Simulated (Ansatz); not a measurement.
# Cl₂GeH₂S₂: basis-set convergence

The task here is to estimate one member of a computed series from the others.

The runs use Ansatz 0.2.0, Gaussian basis; one geometry, several basis sets.

Plan: PBE0-D4/def2-SVP; ωB97M-V/def2-SVP; PBE0-D4/def2-QZVPP; ωB97M-V/def2-QZVPP; the functionals' def2-TZVPP values are taken from earlier runs.

### The geometry

An earlier PBE0-D4 in a triple-zeta def2 set relaxation fixed the geometry.

7 atoms, charge 0, spin multiplicity 1.

Atoms are counted from 1 here; the program's logs count them from 0.

Bond lengths: S1–Ge2 2.194 Å, S1–H6 1.344 Å, Ge2–S3 2.194 Å, Ge2–Cl4 2.143 Å, Ge2–Cl5 2.143 Å, S3–H7 1.344 Å. Angles: Ge2–S1–H6 92.6°, S1–Ge2–S3 107.3°, S1–Ge2–Cl4 113.2°, S1–Ge2–Cl5 109.1°, S3–Ge2–Cl4 109.0°, S3–Ge2–Cl5 113.2°, Cl4–Ge2–Cl5 105.1°, Ge2–S3–H7 92.6°.

Set-up of the first run:

The input, in.yaml:

```yaml
crystal:
  periodic: [false, false, false]
  atoms:
    - {symbol: S, position_ang: [-1.599958, 0.514241, 1.292747]}
    - {symbol: Ge, position_ang: [0.012488, 0.015636, -0.109782]}
    - {symbol: S, position_ang: [1.529874, -1.105251, 1.011258]}
    - {symbol: Cl, position_ang: [-0.647670, -1.168993, -1.769683]}
    - {symbol: Cl, position_ang: [0.768100, 1.823629, -0.978482]}
    - {symbol: H, position_ang: [-1.950179, 1.609120, 0.595921]}
    - {symbol: H, position_ang: [1.948445, -1.756481, -0.087681]}
basis:
  gaussian: {orbitals: def2-SVP}
hamiltonian: {xc: pbe0, dispersion: d4}
output: {orbitals: {seedname: orbitals}}
```

On the command line:

```
ansatz run in.yaml --threads 4 --pin off --events-out ev --progress --plain --max-ram 10444MiB
```

Steps of the session up to this table: PBE0-D4 in def2-SVP; ωB97M-V in def2-SVP; PBE0-D4 in def2-QZVPP; ωB97M-V in def2-QZVPP.

One table of the session follows, with a row left open; its other results are not shown here.

It belongs to the step «Functionals by basis». 

| functional | basis | HOMO (eV) |
| --- | --- | --- |
| PBE0-D4 | def2-SVP | -8.05 |
| PBE0-D4 | def2-TZVPP | ? |
| PBE0-D4 | def2-QZVPP | -8.20 |
| ωB97M-V | def2-SVP | -10.21 |
| ωB97M-V | def2-TZVPP | -10.38 |
| ωB97M-V | def2-QZVPP | -10.42 |

**Question.** Estimate the row for PBE0-D4, def2-TZVPP.

The run gave: HOMO (eV): -8.18. In the column «HOMO (eV)» it lies between PBE0-D4, def2-QZVPP (-8.20) and PBE0-D4, def2-SVP (-8.05).
